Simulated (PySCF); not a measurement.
# [LaOCl]−: other functionals and bases at one geometry

One table from this session's results is given with a row withheld; the runs are named, their logs left out.

Method: several levels, as the steps say, no spin–orbit coupling; program: PySCF 2.14.0.

1 further run of the same task is left out (for a known fault of the program).

## The system as given

3 atoms, charge -1, spin multiplicity 1.

Bond lengths: La1–O2 2.045 Å, La1–Cl3 2.930 Å. Angles: O2–La1–Cl3 126.7°.

Coordinates:

```
La    0.3407    0.0000   -0.3612
O     2.1566    0.0000    0.5791
Cl   -2.2944    0.0000    0.9201
```

Formal oxidation states: La +2. Each metal's 1 4f electrons lie in its core potential, so multiplicities, spins and levels count the valence alone. For divalent La, Ce, Gd or Lu the extra electron is normally 5d or 6s, so this core forces an excited configuration. An earlier session relaxed this geometry at PBE0, La lcecp-0-SVP with ECP47, O def2-SVP, Cl def2-SVP (singlet, point group Cs).

At PBE0 on the finer grid: E = -561.170986 Eh, frontier levels not given, since the 4f levels lie in the core, Mulliken charge on La1 +0.23 e, largest force component 0.014 eV/Å. 

Levels to run: TPSS; CAM-B3LYP; PBE0, TZVP. Hardware: 2 threads of AMD EPYC 9R14 (Zen 4), shared host.

The first run:

run.py (the lines that set the calculation) reads:

```python
mol = gto.M(atom='''
La     0.34075     0.00000    -0.36124
O      2.15659     0.00000     0.57911
Cl    -2.29439     0.00000     0.92014''',
    basis={'La': 'lcecp-0-SVP', 'O': 'def2-SVP', 'Cl': 'def2-SVP'},
    ecp={'La': 'lcecp-0-SVP'},
    charge=-1, spin=0)
mf = dft.RKS(mol, xc='TPSS')
mf.grids.atom_grid = (75, 302)  # f atoms: unpruned, at least (60, 302)
mf = mf.density_fit()  # fitting sets: La AutoAux, O def2-universal-JKFIT, Cl def2-universal-JKFIT
mf.conv_tol = 1e-08; mf.max_cycle = 55
mf.kernel(dm0)  # dm0: the density of the relaxed state
```

The run is started by

```bash
$ OMP_NUM_THREADS=2 python run.py
```

Among the steps run: TPSS; CAM-B3LYP; PBE0, TZVP.

One table of the session follows, with a row left open; its other results are not shown here.

```
              level  charge on La1 (e)  dipole (D)  largest force component (eV/Å)
PBE0 (relaxed here)               0.23        7.44                            0.01
               TPSS               0.15        7.11                            0.58
          CAM-B3LYP                  ?           ?                               ?
         PBE0, TZVP               0.59        8.00                            0.61
```

**Question.** Estimate the row for CAM-B3LYP.

As computed: charge on La1 (e): 0.21; dipole (D): 7.67; largest force component (eV/Å): 0.04. In the column «charge on La1 (e)» it lies between TPSS (0.15) and PBE0 (relaxed here) (0.23).

The dipole of a charged species depends on the origin, so these sizes hold for this origin alone.

The largest leftover force, 0.61 eV/Å with PBE0, TZVP, stands at a geometry relaxed at another level. With 4f in the core, its levels are missing from HOMO and gap, and its count is fixed, so no charge can pass from the ligands into it. Total energies of different levels can't be compared.
